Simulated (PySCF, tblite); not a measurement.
# Si3H8O: geometry, vibrations

Wanted: geometry, vibrations for Si3H8O (`O[SiH]([SiH3])[SiH3]`).

Programs: tblite 0.8.0 and PySCF 2.14.0, with routines of our own; each step states its level. All values are computed. Atoms count from 0.

### Step 1. The system as given

12 atoms, charge 0, multiplicity 1; geometry from: start built from the parent or by distance geometry.

### Step 2. Relaxing the molecule with GFN2-xTB

The job: settings as JSON, then the geometry in Å.

```
{"job": {"kind": "relax", "xc": "GFN2-xTB", "basis": "xTB"}, "charge": 0, "multiplicity": 1}
O      0.123300     2.104800     0.467100
Si     0.063800     0.665500    -0.470000
Si     1.846400    -0.654800     0.080800
Si    -1.713800    -0.560700     0.100000
H     -0.553800     2.779500     0.141400
H      0.036500     0.982500    -1.880300
H      1.466600    -2.040300    -0.201000
H      3.043400    -0.275700    -0.654100
H      1.977800    -0.512600     1.532700
H     -2.654200     0.314800     0.805900
H     -1.291200    -1.614400     1.073900
H     -2.342500    -1.189900    -1.048300
```

The run is started by

```bash
OMP_NUM_THREADS=1 python redox_run.py task.json out
```

The driver reads the jobs from task.json and runs them one after another.

What it wrote:

```text
step      E/eV     max force
  0    -362.94461    2.461
  1    -363.09952    1.132
  2    -363.14111    0.445
  3    -363.15873    0.650
  4    -363.23704    0.955
  5    -363.27477    0.790
  6    -363.29866    0.361
  7    -363.30811    0.321
  8    -363.31748    0.324
  9    -363.32550    0.275
 10    -363.33171    0.228
 11    -363.33594    0.217
 12    -363.33944    0.193
 13    -363.34283    0.208
 14    -363.34629    0.216
 15    -363.34922    0.162
 16    -363.35155    0.142
 17    -363.35389    0.130
 18    -363.35647    0.170
 19    -363.35902    0.166
 20    -363.36148    0.142
 21    -363.36391    0.178
 22    -363.36636    0.194
 23    -363.36894    0.161
 24    -363.37165    0.173
 25    -363.37445    0.191
 26    -363.37769    0.177
 27    -363.38120    0.195
 28    -363.38373    0.140
 29    -363.38529    0.108
 30    -363.38691    0.174
 31    -363.38893    0.214
 32    -363.39146    0.189
 33    -363.39388    0.135
 34    -363.39525    0.080
 35    -363.39570    0.048
 36    -363.39589    0.049
 37    -363.39612    0.050
 38    -363.39649    0.049
 39    -363.39701    0.058
 40    -363.39747    0.053
 41    -363.39774    0.048
 42    -363.39790    0.045
 43    -363.39811    0.047
 44    -363.39849    0.058
 45    -363.39902    0.074
 46    -363.39943    0.056
 47    -363.39961    0.023
 48    -363.39968    0.021
 49    -363.39976    0.021
 50    -363.39989    0.031
 51    -363.40005    0.034
 52    -363.40015    0.021
 53    -363.40018    0.013
 54    -363.40020    0.013
 55    -363.40022    0.013
 56    -363.40027    0.019
 57    -363.40035    0.027
 58    -363.40044    0.027
 59    -363.40049    0.014
 60    -363.40050    0.007
```

It took 1.1 s on 1 thread of Intel Xeon at 2.50GHz, shared host.

Step by step: (not every step is listed)

| step | energy from step 0 (eV) | largest force (eV/Å) |
| --- | --- | --- |
| 0 | 0.0000 | 2.4613 |
| 1 | -0.1549 | 1.1325 |
| 2 | -0.1965 | 0.4449 |
| 3 | -0.2141 | 0.6500 |
| 4 | -0.2924 | 0.9551 |
| 5 | -0.3302 | 0.7905 |
| 6 | -0.3540 | 0.3609 |
| 7 | -0.3635 | 0.3213 |
| 8 | -0.3729 | 0.3240 |
| 12 | -0.3948 | 0.1933 |
| 16 | -0.4069 | 0.1417 |
| 20 | -0.4169 | 0.1417 |
| 24 | -0.4270 | 0.1732 |
| 28 | -0.4391 | 0.1401 |
| 32 | -0.4468 | 0.1890 |
| 36 | -0.4513 | 0.0491 |
| 40 | -0.4529 | 0.0526 |
| 44 | -0.4539 | 0.0584 |
| 48 | -0.4551 | 0.0209 |
| 52 | -0.4555 | 0.0206 |
| 55 | -0.4556 | 0.0129 |
| 56 | -0.4557 | 0.0191 |
| 57 | -0.4557 | 0.0272 |
| 58 | -0.4558 | 0.0272 |
| 59 | -0.4559 | 0.0145 |
| 60 | -0.4559 | 0.0067 |

Close pairs (by a distance rule), those that changed most:

| bond | before (Å) | after (Å) | change (Å) |
| --- | --- | --- | --- |
| Si1–Si3 | 2.233 | 2.319 | +0.086 |
| O0–Si1 | 1.719 | 1.642 | -0.077 |
| O0–H4 | 1.010 | 0.953 | -0.057 |
| Si1–H5 | 1.446 | 1.483 | +0.038 |
| Si3–H10 | 1.496 | 1.467 | -0.029 |
| Si1–Si2 | 2.286 | 2.310 | +0.024 |
| Si3–H11 | 1.452 | 1.466 | +0.013 |
| Si2–H7 | 1.455 | 1.467 | +0.012 |

The final coordinates are the input of the step that follows.

### Step 3. Harmonic vibrations with GFN2-xTB

The job: settings as JSON, then the geometry in Å.

```
{"job": {"kind": "ir", "xc": "GFN2-xTB", "basis": "xTB"}, "charge": 0, "multiplicity": 1}
O      0.218744     1.921602     0.358719
Si     0.040781     0.500146    -0.442749
Si     2.024280    -0.554002     0.094198
Si    -1.967258    -0.517351     0.115403
H     -0.403555     2.640463     0.294185
H     -0.013551     0.847487    -1.883892
H      1.918388    -1.985402    -0.217222
H      3.195375    -0.066331    -0.641669
H      2.372627    -0.466187     1.515169
H     -2.953513     0.390932     0.719837
H     -1.787330    -1.606669     1.080663
H     -2.642590    -1.106060    -1.044693
```

What it wrote:

```text
mode    cm-1     km/mol
  1     -31.5      0.05
  2      24.7      0.01
  3      94.8      2.70
  4     165.6      2.75
  5     174.4      7.02
  6     288.4     96.64
  7     383.7     10.69
  8     409.6      2.46
  9     414.1     30.71
 10     452.1     57.38
 11     458.0     31.30
 12     515.6      7.33
 13     618.4    509.08
 14     695.8    342.53
 15     775.1    570.90
 16     786.9    320.75
 17     807.4    152.06
 18     811.8     84.55
 19     815.0     67.69
 20     823.0    144.61
 21     825.4    219.81
 22     852.2    194.54
 23    2052.6    309.82
 24    2188.9    260.12
 25    2207.5    348.83
 26    2221.7    191.52
 27    2227.8    419.16
 28    2231.5    137.12
 29    2236.5    570.06
 30    3659.1      3.15
ZPE 180.929  H(298)-E 208.391  G(298)-E 92.497 kJ/mol  S 388.71 J/(mol K)
```

It took 1.1 s on 1 thread of Intel Xeon at 2.50GHz, shared host; peak memory 0.19 GiB.

The strongest bands and the atoms that carry them (share of the mass-weighted mode):

| cm⁻¹ | km/mol | atoms |
| --- | --- | --- |
| 618 | 509.1 | H5 75 % |
| 696 | 342.5 | H5 76 % |
| 775 | 570.9 | H4 32 %, O0 12 %, H5 12 %, H10 11 % |
| 787 | 320.8 | H4 19 %, H8 19 %, H7 15 %, H6 13 % |
| 2053 | 309.8 | H5 96 % |
| 2208 | 348.8 | H6 89 % |
| 2228 | 419.2 | H10 45 %, H7 38 %, H11 10 % |
| 2236 | 570.1 | H8 64 %, H11 29 % |

### Step 4. Geometry optimisation at B3LYP/6-31G*

Settings changed since step 3:

```diff
@@ -1,2 +1,2 @@
-{"job": {"kind": "ir", "xc": "GFN2-xTB", "basis": "xTB"}, "charge": 0, "multiplicity": 1}
+{"job": {"xc": "B3LYP", "basis": "6-31G*", "grid": 1, "kind": "geom"}, "charge": 0, "multiplicity": 1}
 O      0.218744     1.921602     0.358719
```

What it wrote:

```text
step   0  E = -948.52369319  max force = 0.019692
step   1  E = -948.53055125  max force = 0.002771
step   2  E = -948.53100568  max force = 0.001178
step   3  E = -948.53125608  max force = 0.000539
step   4  E = -948.53191979  max force = 0.001815
step   5  E = -948.53208006  max force = 0.001102
step   6  E = -948.53216976  max force = 0.000200
step   7  E = -948.53217532  max force = 0.000121
optimisation converged
```

Wall time 73 s (1 thread of Intel Xeon at 2.50GHz, shared host); peak memory 0.39 GiB.

Along the way:

| step | energy from step 0 (eV) | largest force component (eV/Å) |
| --- | --- | --- |
| 0 | 0.0000 | 1.0126 |
| 1 | -0.1866 | 0.1425 |
| 2 | -0.1990 | 0.0606 |
| 3 | -0.2058 | 0.0277 |
| 4 | -0.2239 | 0.0933 |
| 5 | -0.2282 | 0.0567 |
| 6 | -0.2307 | 0.0103 |
| 7 | -0.2308 | 0.0062 |

Close pairs (by a distance rule), those that changed most:

| bond | before (Å) | after (Å) | change (Å) |
| --- | --- | --- | --- |
| Si1–Si3 | 2.319 | 2.361 | +0.042 |
| O0–Si1 | 1.642 | 1.684 | +0.042 |
| Si1–Si2 | 2.310 | 2.350 | +0.041 |
| Si3–H11 | 1.466 | 1.491 | +0.025 |
| Si3–H10 | 1.467 | 1.490 | +0.023 |
| Si2–H8 | 1.466 | 1.489 | +0.023 |
| Si2–H7 | 1.467 | 1.489 | +0.022 |
| Si2–H6 | 1.469 | 1.491 | +0.022 |

The final coordinates are the input of the step that follows.

| at the end point | value |
| --- | --- |
| point group (found at 0.08 Å tolerance) | C1 |
| rotational constants (GHz, main isotopes) | 3.881, 1.867, 1.384 |
| dipole moment (D) | 1.31 |

### Step 5. Harmonic vibrations (Si₃H₈O): B3LYP/6-31G*

The job: settings as JSON, then the geometry in Å.

```
{"job": {"xc": "B3LYP", "basis": "6-31G*", "grid": 2, "kind": "hessian"}, "charge": 0, "multiplicity": 1}
O      0.347157     2.004713     0.610183
Si     0.057281     0.651459    -0.348434
Si     1.966435    -0.703461    -0.142522
Si    -1.932775    -0.472380     0.245887
H     -0.328865     2.697403     0.590290
H     -0.092803     1.036698    -1.790622
H      1.771279    -1.938434    -0.954877
H      3.180006    -0.000373    -0.642572
H      2.194454    -1.107449     1.272117
H     -3.091408     0.468823     0.236667
H     -1.849140    -1.077240     1.604639
H     -2.215783    -1.559709    -0.734354
```

What it wrote:

```text
coarse grid: 10920 points
cycle   1  E = -948.4935197035  dE = -7.554e-02  |g| = 7.349e-01  |ddm| = 2.860e+00
cycle   2  E = -948.2029000383  dE =  2.906e-01  |g| = 1.392e+00  |ddm| = 2.161e+00
cycle   3  E = -948.5968288060  dE = -3.939e-01  |g| = 6.074e-02  |ddm| = 1.705e+00
cycle   4  E = -948.5978981146  dE = -1.069e-03  |g| = 1.541e-02  |ddm| = 1.211e-01
cycle   5  E = -948.5979873600  dE = -8.925e-05  |g| = 3.038e-03  |ddm| = 2.977e-02
cycle   6  E = -948.5979907614  dE = -3.401e-06  |g| = 6.672e-04  |ddm| = 5.313e-03
final grid: 89968 points
cycle   7  E = -948.5321695355  dE = -5.589e-06  |g| = 1.062e-03  |ddm| = 1.085e-02
cycle   8  E = -948.5321696074  dE = -7.195e-08  |g| = 1.067e-03  |ddm| = 2.714e-03
cycle   9  E = -948.5321698862  dE = -2.788e-07  |g| = 2.740e-04  |ddm| = 1.346e-03
cycle  10  E = -948.5321699018  dE = -1.560e-08  |g| = 6.014e-05  |ddm| = 3.380e-04
cycle  11  E = -948.5321699028  dE = -9.577e-10  |g| = 1.061e-05  |ddm| = 7.343e-05
cycle  12  E = -948.5321699028  dE = -4.002e-11  |g| = 2.420e-06  |ddm| = 2.027e-05
converged SCF energy = -948.5321699028

mode    cm-1
  1      89.3
  2      98.6
  3     101.9
  4     163.3
  5     171.4
  6     228.6
  7     368.7
  8     434.2
  9     437.9
 10     527.8
 11     537.0
 12     565.1
 13     738.1
 14     812.7
 15     820.2
 16     884.1
 17     906.9
 18     926.3
 19     942.4
 20     945.6
 21     947.4
 22     956.8
 23    2173.0
 24    2217.1
 25    2228.6
 26    2233.3
 27    2240.3
 28    2242.8
 29    2248.9
 30    3785.8
ZPE 191.246  H(298)-E 216.995  G(298)-E 104.524 kJ/mol  S 377.23 J/(mol K)
```

Wall time 4.3 min (1 thread of Intel Xeon at 2.50GHz, shared host); peak memory 1.3 GiB.

Zero-point energy 191.25 kJ/mol (xTB gave 180.93).

### Step 6. What came out

```
                                 quantity                 value
strongest single infrared mode (GFN2-xTB)  775 cm⁻¹, 571 km/mol
             zero-point energy (GFN2-xTB)         43.2 kcal/mol
                              point group                    C1
     rotational constants (main isotopes)  3.88, 1.87, 1.38 GHz
```

In words: The lowest mode is imaginary (32i cm⁻¹), so the xTB geometry is not a minimum. The strongest single mode, at 775 cm⁻¹, has its largest shares on H4, O0, H5 and H10 (the list is cut at 4 atoms). Unscaled tight-binding wavenumbers are off by several per cent, some by more. Its intensities can rank the bands wrongly. Over 7 steps the energy fell by 0.231 eV; of the close pairs, Si1–Si3 changed most, 2.319 to 2.361 Å (B3LYP/6-31G*).
